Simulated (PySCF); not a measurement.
**C3H8Si2 (SMILES C=C1[SiH2]C[SiH2]1): levels of theory compared**

Aim: a comparison of 6 runs (HF/def2-SVP, HF/6-311+G**, HF/def2-TZVP, B3LYP/6-31G*, PBE/pcseg-1, MP2/6-311G**) of C3H8Si2. Input form: a Python script.

The results are computed with PySCF 2.14.0.

## Step 1: Starting point

The species is C3H8Si2 (13 atoms), meant as a singlet with charge 0. SMILES: `C=C1[SiH2]C[SiH2]1`. Geometry: relaxed at GFN2-xTB.

Bond lengths: C1–C2 1.324 Å, C2–Si3 1.907 Å, Si3–C4 1.921 Å, C2–Si5 1.907 Å, C4–Si5 1.921 Å, C1–H6 1.082 Å, C1–H7 1.082 Å, Si3–H8 1.466 Å, Si3–H9 1.466 Å, C4–H10 1.087 Å, C4–H11 1.087 Å, Si5–H12 1.466 Å, Si5–H13 1.466 Å. Some angles: C1–C2–Si3 132.5°, C1–C2–Si5 132.4°, Si3–C2–Si5 95.2°, C2–Si3–C4 85.3°, Si3–C4–Si5 94.2°, C2–Si5–C4 85.3°, C2–C1–H6 122.5°, C2–C1–H7 122.4°, C2–Si3–H8 115.2°, C2–Si3–H9 115.2°.

## Step 2: Energy and gradient at HF/def2-SVP (run 1)

run.py reads:

```python
from pyscf import gto

system = gto.M(
    atom='''
C      1.607987     3.746439     0.997530
C      0.648648     1.515182     0.399601
Si    -2.739045     0.330305     0.081013
C     -1.227283    -2.860856    -0.759443
Si     2.175339    -1.640207    -0.433711
H      0.435960     5.364592     1.428123
H      3.622397     4.081563     1.091695
H     -4.212048     1.502427    -1.950764
H     -4.221251     0.348957     2.420664
H     -1.701528    -4.383352     0.536796
H     -1.699204    -3.545995    -2.638303
H      3.651631    -2.806035     1.599502
H      3.658396    -1.653019    -2.772701
''',
    basis='def2-svp',
    unit='bohr',
    max_memory=1860,
    verbose=3,
)

calc0 = system.RHF()
calc0.conv_tol = 1e-10
calc0.kernel()
if not calc0.converged:
    calc0 = calc0.newton().run(calc0.mo_coeff, calc0.mo_occ)

energy = calc0.e_tot
print('Final energy', energy)
grad = calc0.nuc_grad_method().kernel()
calc0.analyze()
```

The run is started by

```
$ OMP_NUM_THREADS=1 python run.py
```

The log of the run:

```text
converged SCF energy = -695.823396726268
[... 17 lines left out ...]
MO #8   energy= -4.2302207711885   occ= 2
[... 9 lines left out ...]
MO #18  energy= -0.656395159539957 occ= 2
[... 9 lines left out ...]
MO #28  energy= 0.104296977105836  occ= 0
[... 9 lines left out ...]
MO #38  energy= 0.274004606747101  occ= 0
[... 9 lines left out ...]
MO #48  energy= 0.590400246910824  occ= 0
[... 9 lines left out ...]
MO #58  energy= 0.765353337706983  occ= 0
[... 9 lines left out ...]
MO #68  energy= 1.00227862657195   occ= 0
[... 9 lines left out ...]
MO #78  energy= 1.34597780908271   occ= 0
[... 9 lines left out ...]
MO #88  energy= 1.87693769967761   occ= 0
[... 9 lines left out ...]
MO #98  energy= 2.15037073044203   occ= 0
[... 9 lines left out ...]
MO #108 energy= 2.59241800475679   occ= 0
[... 9 lines left out ...]
MO #118 energy= 3.49216172719833   occ= 0
[... 14 lines left out ...]
Dipole moment(X, Y, Z, Debye):  0.12023,  0.27708,  0.07607
```

It took 25 s on 1 thread of Intel Xeon at 2.70GHz, shared host; peak memory 0.3 GiB.

## Step 3: Energy and gradient at HF/6-311+G(d,p) (run 2)

job.py reads:

```python
import pyscf.grad
from pyscf import gto, scf

mol = gto.M(
    atom='''
C      1.607987     3.746439     0.997530
C      0.648648     1.515182     0.399601
Si    -2.739045     0.330305     0.081013
C     -1.227283    -2.860856    -0.759443
Si     2.175339    -1.640207    -0.433711
H      0.435960     5.364592     1.428123
H      3.622397     4.081563     1.091695
H     -4.212048     1.502427    -1.950764
H     -4.221251     0.348957     2.420664
H     -1.701528    -4.383352     0.536796
H     -1.699204    -3.545995    -2.638303
H      3.651631    -2.806035     1.599502
H      3.658396    -1.653019    -2.772701
''',
    max_memory=1860,
    verbose=4,
    unit='bohr',
    basis='6-311+g**',
)

myscf = scf.RHF(mol)
myscf.conv_tol = 1e-10
myscf.kernel()
if not myscf.converged:
    myscf = myscf.newton().run(myscf.mo_coeff, myscf.mo_occ)

e_tot = myscf.e_tot
print('Final energy', e_tot)
grad = myscf.Gradients().kernel()
dip = myscf.dip_moment()
pop, q = myscf.mulliken_pop()
```

The run is started by

```
$ OMP_NUM_THREADS=1 python job.py
```

The log of the run:

```text
PySCF version 2.14.0

[... 67 lines left out ...]
converged SCF energy = -696.132698509586
Final energy -696.1326985095859
[... 11 lines left out ...]
Dipole moment(X, Y, Z, Debye):  0.08141,  0.18674,  0.05200
[... 149 lines left out ...]
pop of  8 H 2py           0.00051
pop of  8 H 2pz           0.00861
pop of  9 H 1s            0.26123
pop of  9 H 2s            0.48108
pop of  9 H 3s            0.03821
pop of  9 H 2px           0.00621
pop of  9 H 2py           0.01115
pop of  9 H 2pz           0.00926
pop of  10 H 1s           0.26126
pop of  10 H 2s           0.48110
pop of  10 H 3s           0.03821
pop of  10 H 2px          0.00621
pop of  10 H 2py          0.00606
pop of  10 H 2pz          0.01437
pop of  11 H 1s           0.24425
pop of  11 H 2s           0.63624
pop of  11 H 3s           0.29194
pop of  11 H 2px          0.00359
pop of  11 H 2py          0.00251
pop of  11 H 2pz          0.00664
pop of  12 H 1s           0.24427
pop of  12 H 2s           0.63628
pop of  12 H 3s           0.29187
pop of  12 H 2px          0.00362
pop of  12 H 2py          0.00055
pop of  12 H 2pz          0.00857
 ** Mulliken atomic charges  **
charge of    0C =     -0.53307
charge of    1C =     -0.35906
charge of    2Si =      0.99859
charge of    3C =     -0.99617
charge of    4Si =      0.99834
charge of    5H =      0.12328
charge of    6H =      0.12310
charge of    7H =     -0.18521
charge of    8H =     -0.18513
charge of    9H =      0.19286
charge of   10H =      0.19281
charge of   11H =     -0.18516
charge of   12H =     -0.18517
```

It took 78 s on 1 thread of Intel Xeon at 2.70GHz, shared host; peak memory 0.99 GiB.

Runs 3 to 5 aren't shown in full; the table further down has their settings and results.

## Step 4: Energy and gradient at MP2/6-311G(d,p) (run 6)

job.py reads:

```python
import pyscf.grad
from pyscf import gto, scf, mp

mol = gto.Mole()
mol.atom = '''
C      1.607987     3.746439     0.997530
C      0.648648     1.515182     0.399601
Si    -2.739045     0.330305     0.081013
C     -1.227283    -2.860856    -0.759443
Si     2.175339    -1.640207    -0.433711
H      0.435960     5.364592     1.428123
H      3.622397     4.081563     1.091695
H     -4.212048     1.502427    -1.950764
H     -4.221251     0.348957     2.420664
H     -1.701528    -4.383352     0.536796
H     -1.699204    -3.545995    -2.638303
H      3.651631    -2.806035     1.599502
H      3.658396    -1.653019    -2.772701
'''
mol.verbose = 4
mol.unit = 'bohr'
mol.basis = '6-311g**'
mol.max_memory = 1860
mol.build()

calc0 = scf.RHF(mol)
calc0.conv_tol = 1e-10
calc0.kernel()
if not calc0.converged:
    calc0 = calc0.newton().run(calc0.mo_coeff, calc0.mo_occ)

pt = mp.MP2(calc0, frozen=13).run()
e_tot = pt.e_tot
print('E(%s) = %.9f' % ('MP2', e_tot))
grad = pt.Gradients().kernel()
calc0.analyze()
```

The run is started by

```
$ OMP_NUM_THREADS=1 python job.py
```

The log of the run:

```text
PySCF version 2.14.0

[... 91 lines left out ...]
DFT Exchange-Correlation Energy =      -59.244979415704620
[... 15 lines left out ...]
MO #14  energy= -1.02821046585046  occ= 2
[... 13 lines left out ...]
MO #28  energy= 0.103659638035255  occ= 0
[... 13 lines left out ...]
MO #42  energy= 0.305742937166739  occ= 0
[... 13 lines left out ...]
MO #56  energy= 0.614958896925747  occ= 0
[... 13 lines left out ...]
MO #70  energy= 1.02748168904762   occ= 0
[... 13 lines left out ...]
MO #84  energy= 1.44952854366867   occ= 0
[... 13 lines left out ...]
MO #98  energy= 1.8509657860987    occ= 0
[... 13 lines left out ...]
MO #112 energy= 2.31351090752242   occ= 0
[... 13 lines left out ...]
MO #126 energy= 2.91494393525027   occ= 0
[... 13 lines left out ...]
MO #140 energy= 4.13642199019306   occ= 0
[... 13 lines left out ...]
MO #154 energy= 143.978532631551   occ= 0
[... 131 lines left out ...]
pop of  8 H 2pz           0.00392
pop of  9 H 1s            0.87988
pop of  9 H 2s            0.00497
pop of  9 H 3s            0.00179
pop of  9 H 2px           0.00023
pop of  9 H 2py           0.00068
pop of  9 H 2pz           0.00034
pop of  10 H 1s           0.87987
pop of  10 H 2s           0.00497
pop of  10 H 3s           0.00180
pop of  10 H 2px          0.00023
pop of  10 H 2py          0.00025
pop of  10 H 2pz          0.00077
pop of  11 H 1s           1.12829
pop of  11 H 2s           0.00302
pop of  11 H 3s           0.00108
pop of  11 H 2px          0.00157
pop of  11 H 2py          0.00099
pop of  11 H 2pz          0.00301
pop of  12 H 1s           1.12822
pop of  12 H 2s           0.00303
pop of  12 H 3s           0.00108
pop of  12 H 2px          0.00159
pop of  12 H 2py          0.00011
pop of  12 H 2pz          0.00388
 ** Mulliken atomic charges  **
charge of    0C =     -0.15306
charge of    1C =     -0.49494
charge of    2Si =      0.73989
charge of    3C =     -0.69968
charge of    4Si =      0.73999
charge of    5H =      0.09775
charge of    6H =      0.09762
charge of    7H =     -0.13798
charge of    8H =     -0.13792
charge of    9H =      0.11210
charge of   10H =      0.11211
charge of   11H =     -0.13798
charge of   12H =     -0.13792
Dipole moment(X, Y, Z, Debye):  0.10262,  0.23620,  0.06501
```

Run time: 1.7 min. Hardware: 1 thread of Intel Xeon at 2.70GHz, shared host; peak memory 2 GiB.

## Step 5: The series

| run | level | Cartesian functions | integration grid | energy (Eh) | dipole moment (D) of the reference | HOMO energy (eV) | LUMO energy (eV) | wall time |
| --- | --- | --- | --- | --- | --- | --- | --- | --- |
| 1 | HF/def2-SVP | no | – | -695.823397 | 0.31 | -10.18 | 2.84 | 25 s |
| 2 | HF/6-311+G** | no | – | -696.132699 | 0.21 | -10.13 | 1.52 | 78 s |
| 3 | HF/def2-TZVP | no | – | -696.157360 | 0.23 | -10.15 | 2.62 | 3.9 min |
| 4 | B3LYP/6-31G* (Cartesian functions) | yes | 5 | -698.083675 | 0.08 | -7.21 | -0.71 | 66 s |
| 5 | PBE/pcseg-1 | no | 5 | -697.563535 | 0.10 | -6.45 | -1.87 | 97 s |
| 6 | MP2/6-311G** | no | – | -696.756554 | 0.27 | -10.12 | 2.82 | 1.7 min |

## Step 6: Results

| quantity | value |
| --- | --- |
| run 6: total energy | -696.75655 Eh |
| run 6: dipole moment (Hartree–Fock density) | 0.27 D |
| run 6: HOMO energy (Hartree–Fock orbitals) | -10.12 eV |
| run 6: LUMO energy (Hartree–Fock orbitals) | 2.82 eV |
| run 6: HOMO–LUMO gap (Hartree–Fock orbitals) | 12.94 eV |
| run 6: correlation energy (13 core orbitals frozen) | -625.6 mEh |
| run 6: largest force on an atom | 1.365 eV/Å |

Over runs 1, 2, 3, 4, 5 the dipole moment (its size) runs from 0.08 D (B3LYP/6-31G*) to 0.31 D (HF/def2-SVP). The two ends differ in method and basis. Over runs 1, 2, 3, 4, 5 the HOMO–LUMO gap runs from 4.58 eV (PBE/pcseg-1) to 13.02 eV (HF/def2-SVP). Totals of different functionals can't be ranked against each other. All runs together took 10 min, the longest 3.9 min.
